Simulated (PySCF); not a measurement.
# FOTm (Tm(O)(F)-): the cost of one run

Computed with PySCF 2.14.0. Level: several levels, as the steps say, no spin–orbit coupling.

1 further run of the same task is left out (for a known fault of the program).

## 1. The starting structure

3 atoms, charge -1, spin multiplicity 1.

Bond lengths: Tm1–O2 2.040 Å, Tm1–F3 2.176 Å. Angles: O2–Tm1–F3 126.0°.

Geometry (Å):

```xyz
3
charge -1, multiplicity 1
Tm   -0.0027    0.0000   -0.2253
O     1.8221    0.0000    0.6872
F    -1.9343    0.0000    0.7776
```

Formal oxidation states: Tm +2. Each metal's 13 4f electrons lie in its core potential, so multiplicities, spins and levels count the valence alone. An earlier session relaxed this geometry at PBE0, Tm lcecp-0-SVP with ECP59, O def2-SVP, F def2-SVP (singlet, point group Cs).

At PBE0 on the finer grid: E = -207.251168 Eh, frontier levels not given, since the 4f levels lie in the core, Mulliken charge on Tm1 +0.27 e, largest force component 0.021 eV/Å. The highest filled level lies above zero; it isn't the detachment energy.

Levels to run: B3LYP; BLYP; PBE0, TZVP. Hardware: 2 threads of Arm Neoverse V1, shared host.

## 2. B3LYP

run.py (the lines that set the calculation) reads:

```python
mol = gto.M(atom='''
Tm    -0.00270     0.00000    -0.22525
O      1.82215     0.00000     0.68720
F     -1.93427     0.00000     0.77758''',
    basis={'Tm': 'lcecp-0-SVP', 'O': 'def2-SVP', 'F': 'def2-SVP'},
    ecp={'Tm': 'lcecp-0-SVP'},
    charge=-1, spin=0)
mf = dft.RKS(mol, xc='B3LYP')
mf.grids.atom_grid = (75, 302)  # f atoms: unpruned, at least (60, 302)
mf = mf.density_fit()  # fitting sets: Tm AutoAux, O def2-universal-JKFIT, F def2-universal-JKFIT
mf.conv_tol = 1e-08; mf.max_cycle = 55
mf.kernel(dm0)  # dm0: the density of the relaxed state
```

On the command line:

```
OMP_NUM_THREADS=2 python run.py
```

**Question.** How long does this run take on 2 threads of Arm Neoverse V1, shared host?

About 1.5 s.
